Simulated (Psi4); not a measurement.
**Si2NH6Cl (SMILES N[SiH]([SiH3])Cl): levels of theory compared**

Aim: a comparison of 3 runs (TPSSh/6-31G*, revPBE/6-31G*, wB97X-V/6-31G*) of Si2NH6Cl. 

The results are computed with Psi4 1.11.

### Step 1. The system as given

Si2NH6Cl has 10 atoms, charge 0, and is taken as a singlet. SMILES: `N[SiH]([SiH3])Cl`. The Si3–H8 distance was set to 2.228 Å, away from the relaxed value. At this shape a bond of the SMILES string is far longer than usual.

Bond lengths: N1–Si2 1.706 Å, Si2–Si3 2.336 Å, Si2–Cl4 2.083 Å, N1–H5 1.008 Å, N1–H6 1.008 Å, Si2–H7 1.482 Å, Si3–H9 1.489 Å, Si3–H10 1.488 Å. Some angles: N1–Si2–Si3 109.4°, N1–Si2–Cl4 114.5°, Si3–Si2–Cl4 106.1°, N1–Si2–H7 107.1°, Si3–Si2–H7 114.7°, Cl4–Si2–H7 105.1°, Si2–N1–H5 120.5°, Si2–N1–H6 120.3°, Si2–Si3–H9 108.8°, Si2–Si3–H10 110.7°. A long bond or contact: Si3–H8 2.228 Å.

### Step 2. Energy and forces at TPSSh/6-31G(d) (spherical functions) (run 1)

The input, clh6nsi2.inp:

```
memory 2200 mb

molecule system {
  N
  Si 1 1.705634
  Si 2 2.336297 1 109.44772
  Cl 2 2.083387 1 114.54272 3 119.01357
  H 1 1.007509 2 120.48504 4 71.57863
  H 1 1.008073 5 111.11423 2 148.78875
  H 2 1.48231 1 107.10852 5 -172.32826
  H 3 2.2285 2 110.21151 7 -67.03577
  H 3 1.489056 8 109.02835 2 119.35608
  H 3 1.487594 9 108.72324 8 -119.10603
  units angstrom
  symmetry c1
  no_reorient
  no_com
}

set basis 6-31G*
set puream true
set e_convergence 1e-09
set d_convergence 1e-08
set scf_type pk
set dft_radial_points 99
set dft_spherical_points 590

e, wfn = gradient("tpssh", return_wfn=True)
```

On the command line:

```console
$ psi4 clh6nsi2.inp clh6nsi2.out -n 1
```

clh6nsi2.out:

```text
[...]
  Running in c1 symmetry.
[...]
  Nuclear repulsion =  271.850135060011496
[...]
  Multiplicity = 1
[...]
  Nalpha       = 29
  Nbeta        = 29
[...]
    Number of basis functions: 80
[...]
   @RKS iter   1: -1097.25768387462676   -2.05187e-01   9.45590e-03 ADIIS/DIIS
[...]
   @RKS iter  12: -1097.53910416158078   -1.68257e-11   8.85924e-09 DIIS
[...]
  @RKS Final Energy: -1097.53910416158078
   => Energetics <=
    Nuclear Repulsion Energy =            271.8501350600114961
    One-Electron Energy =               -2057.5516079544077002
    Two-Electron Energy =                 759.7457244145233517
    DFT Exchange-Correlation Energy =     -71.5833556817081416
    Empirical Dispersion Energy =           0.0000000000000000
    VV10 Nonlocal Energy =                  0.0000000000000000
    Total Energy =                      -1097.5391041615810082
[...]
  -Total Gradient:
     Atom            X                  Y                   Z
    ------   -----------------  -----------------  -----------------
       1        0.003042385031     0.004127409251     0.002621619640
       2        0.003852623823    -0.002333384700    -0.011388111721
       3       -0.005601612216     0.000964047432    -0.050884614222
       4       -0.005187931837    -0.003375021474    -0.002419642129
       5       -0.004078718013     0.003279707449     0.003862088437
       6        0.001727012795    -0.005392450134     0.003289790912
       7       -0.000812543039     0.001575974138     0.000918456304
       8        0.007749733127    -0.000388298072     0.061712347904
       9        0.000614460079     0.000727282801    -0.004024507691
      10       -0.001315980678     0.000817052246    -0.003682645984
[...]
```

Wall time 35 s (1 thread of Intel Xeon 6975P-C (Granite Rapids), shared host); peak memory 1.5 GiB.

### Step 3. Energy and forces at revPBE/6-31G(d) (spherical functions) (run 2)

The input, clh6nsi2.py:

```python
import psi4

psi4.set_memory('2200 MB')
psi4.set_num_threads(1)
psi4.set_output_file('psi4.out', False)

mol = psi4.geometry("""
0 1
N     -1.12911325     4.47167405    -0.66584311
Si    -0.35111300     1.41787663    -1.34255404
Si     1.09774002    -0.57616238     2.32030211
Cl    -3.33858103    -0.77458362    -2.67235431
H     -2.19945413     4.88155564     0.85444156
H     -1.42617820     5.72248377    -2.07161037
H      1.49666120     1.48515088    -3.44676408
H      1.64821913    -4.69143408     1.61590481
H     -0.81863125    -0.24168085     4.35345845
H      3.52584911     0.55427179     3.17408037
units bohr
symmetry c1
""")

options = {'basis': '6-31G*', 'puream': True, 'e_convergence': 1e-09, 'd_convergence': 1e-08, 'scf_type': 'pk', 'dft_radial_points': 99, 'dft_spherical_points': 590}
psi4.set_options(options)

energy_value, wavefunction = psi4.gradient('revpbe', return_wfn=True)
print('gradient / Eh bohr^-1')
print(energy_value.np.round(6))
print(f'energy = {wavefunction.energy():.10f} Eh')
for k, v in sorted(psi4.core.scalar_variables().items()):
    print(f'{k:45s} {v:18.10f}')
```

On the command line:

```console
$ python clh6nsi2.py
```

psi4.out:

```text
[...]
  Running in c1 symmetry.
[...]
  Nuclear repulsion =  271.850120522503175
[...]
  Multiplicity = 1
[...]
  Nalpha       = 29
  Nbeta        = 29
[...]
    Number of basis functions: 80
[...]
   @RKS iter   1: -1096.90202817230488   -6.27087e-02   1.04796e-02 ADIIS/DIIS
[...]
   @RKS iter  13: -1097.25769955520559   -7.95808e-12   8.15393e-09 DIIS
[...]
  @RKS Final Energy: -1097.25769955520559
   => Energetics <=
    Nuclear Repulsion Energy =            271.8501205225031754
    One-Electron Energy =               -2057.6002996275828991
    Two-Electron Energy =                 767.4661856754488554
    DFT Exchange-Correlation Energy =     -78.9737061255747506
    Empirical Dispersion Energy =           0.0000000000000000
    VV10 Nonlocal Energy =                  0.0000000000000000
    Total Energy =                      -1097.2576995552055905
[...]
  -Total Gradient:
     Atom            X                  Y                   Z
    ------   -----------------  -----------------  -----------------
       1       -0.005445355507    -0.006790672566    -0.005407068128
       2       -0.005433851432     0.012318378981     0.003174022497
       3       -0.007102460890     0.051182715382     0.011727337322
       4        0.009675210521     0.006754623153     0.004796364191
       5        0.006768545741    -0.002818845688    -0.008816564478
       6        0.001368654453    -0.007599279159     0.008677410821
       7       -0.004148303714    -0.000659512047     0.003127490129
       8        0.007143872334    -0.056199882314    -0.010216457427
       9        0.002740599032     0.002722811382    -0.004575007260
      10       -0.005561664112     0.001084128522    -0.002490453455
[...]
```

On the terminal:

```text
gradient / Eh bohr^-1
[[-0.005445 -0.006791 -0.005407]
 [-0.005434  0.012318  0.003174]
 [-0.007102  0.051183  0.011727]
 [ 0.009675  0.006755  0.004796]
 [ 0.006769 -0.002819 -0.008817]
 [ 0.001369 -0.007599  0.008677]
 [-0.004148 -0.00066   0.003127]
 [ 0.007144 -0.0562   -0.010216]
 [ 0.002741  0.002723 -0.004575]
 [-0.005562  0.001084 -0.00249 ]]
energy = -1097.2576995552 Eh
CURRENT ENERGY                                  -1097.2576995552
CURRENT REFERENCE ENERGY                        -1097.2576995552
DD SOLVATION ENERGY                                 0.0000000000
DFT FUNCTIONAL TOTAL ENERGY                     -1097.2576995552
DFT TOTAL ENERGY                                -1097.2576995552
DFT VV10 ENERGY                                     0.0000000000
DFT XC ENERGY                                     -78.9737061256
GRID ELECTRONS ALPHA                               28.9999991960
GRID ELECTRONS BETA                                28.9999991960
GRID ELECTRONS TOTAL                               57.9999983921
NUCLEAR REPULSION ENERGY                          271.8501205225
ONE-ELECTRON ENERGY                             -2057.6002996276
PCM POLARIZATION ENERGY                             0.0000000000
PE ENERGY                                           0.0000000000
SCF ITERATION ENERGY                            -1097.2576995552
SCF ITERATIONS                                     13.0000000000
SCF TOTAL ENERGY                                -1097.2576995552
TWO-ELECTRON ENERGY                               767.4661856754
XC GRID RADIAL POINTS                              99.0000000000
XC GRID SPHERICAL POINTS                          590.0000000000
XC GRID TOTAL POINTS                           551792.0000000000
```

Wall time 18 s (1 thread of Intel Xeon 6975P-C (Granite Rapids), shared host); peak memory 1.3 GiB.

### Step 4. A single-point energy at wB97X-V/6-31G(d) (spherical functions) (run 3)

The input, run_ase.py:

```python
import numpy as np
from ase.calculators.psi4 import Psi4
from ase import Atoms

atoms = Atoms(['N', 'Si', 'Si', 'Cl', 'H', 'H', 'H', 'H', 'H', 'H'], positions=[
    [-0.597501, 2.366308, -0.352349],
    [-0.185801, 0.750308, -0.710449],
    [0.580899, -0.304892, 1.227851],
    [-1.766701, -0.409892, -1.414149],
    [-1.163901, 2.583208, 0.452151],
    [-0.754701, 3.028208, -1.096249],
    [0.791999, 0.785908, -1.823949],
    [0.872200, -2.482600, 0.855100],
    [-0.433201, -0.127892, 2.303751],
    [1.865799, 0.293308, 1.679651],
])
calc = Psi4(atoms=atoms, method='wb97x-v', basis='6-31G*', memory='2200MB', num_threads=1, charge=0, multiplicity=1, label='psi4-calc')
calc.psi4.set_options({'puream': True, 'e_convergence': 1e-09, 'd_convergence': 1e-08, 'scf_type': 'pk', 'dft_radial_points': 99, 'dft_spherical_points': 590})
atoms.calc = calc

print(f'energy: {atoms.get_potential_energy():.6f} eV')
```

On the command line:

```console
$ python run_ase.py
```

psi4-calc.dat:

```text
[...]
  Running in c1 symmetry.
[...]
  Nuclear repulsion =  271.850120468950649
[...]
  Multiplicity = 1
[...]
  Nalpha       = 29
  Nbeta        = 29
[...]
    Number of basis functions: 80
[...]
   @RKS iter   1: -1097.15060727316495   -5.87523e-01   6.82034e-03 DIIS/ADIIS
[...]
   @RKS iter  11: -1097.29980938462973   -1.09139e-11   8.23521e-09 DIIS
[...]
  @RKS Final Energy: -1097.29980938462973
   => Energetics <=
    Nuclear Repulsion Energy =            271.8501204689506494
    One-Electron Energy =               -2057.2601366354133461
    Two-Electron Energy =                 746.6178908496847271
    DFT Exchange-Correlation Energy =     -58.7439517788626731
    Empirical Dispersion Energy =           0.0000000000000000
    VV10 Nonlocal Energy =                  0.2362677110110378
    Total Energy =                      -1097.2998093846297252
[...]
 Multipole Moments:
 ------------------------------------------------------------------------------------
     Multipole            Electronic (a.u.)      Nuclear  (a.u.)        Total (a.u.)
 ------------------------------------------------------------------------------------
 L = 1.  Multiply by 2.5417464519 to convert [e a0] to [Debye]
 Dipole X            :         -5.1214481            5.2107493            0.0893012
 Dipole Y            :         -1.3678566            2.6888555            1.3209989
 Dipole Z            :         -4.8366712            5.1351341            0.2984629
 Magnitude           :                                                    1.3572372
[...]
```

Standard output:

```text
energy: -29859.048698 eV
```

Wall time 2 min (1 thread of Intel Xeon 6975P-C (Granite Rapids), shared host); peak memory 1.3 GiB.

### Step 5. All runs side by side

| run | level | task | energy (Eh) | dipole moment (D) | HOMO energy (eV) | LUMO energy (eV) | wall time |
| --- | --- | --- | --- | --- | --- | --- | --- |
| 1 | TPSSh/6-31G* (spherical functions) | gradient | -1097.539104 | 3.42 | -7.14 | -1.95 | 35 s |
| 2 | revPBE/6-31G* (spherical functions) | gradient | -1097.257700 | 3.33 | -6.43 | -2.34 | 18 s |
| 3 | wB97X-V/6-31G* (spherical functions) | energy | -1097.299809 | 3.45 | -10.01 | 0.54 | 2 min |

### Step 6. Results

| quantity | value |
| --- | --- |
| run 3: total energy | -1097.29981 Eh |
| run 3: dipole moment | 3.45 D |
| run 3: HOMO energy | -10.01 eV |
| run 3: LUMO energy | 0.54 eV |
| run 3: HOMO–LUMO gap | 10.55 eV |

In words: The dipole moment (its size) runs from 3.33 D (revPBE/6-31G*) to 3.45 D (wB97X-V/6-31G*). The HOMO–LUMO gap runs from 4.10 eV (revPBE/6-31G*) to 10.55 eV (wB97X-V/6-31G*). Totals of different functionals can't be ranked against each other. In all runs a closed-shell determinant meets a far-stretched bond; if it breaks into open shells, such a determinant describes it badly, and no broken-symmetry solution was shown. All runs together took 2.9 min, the longest 2 min.
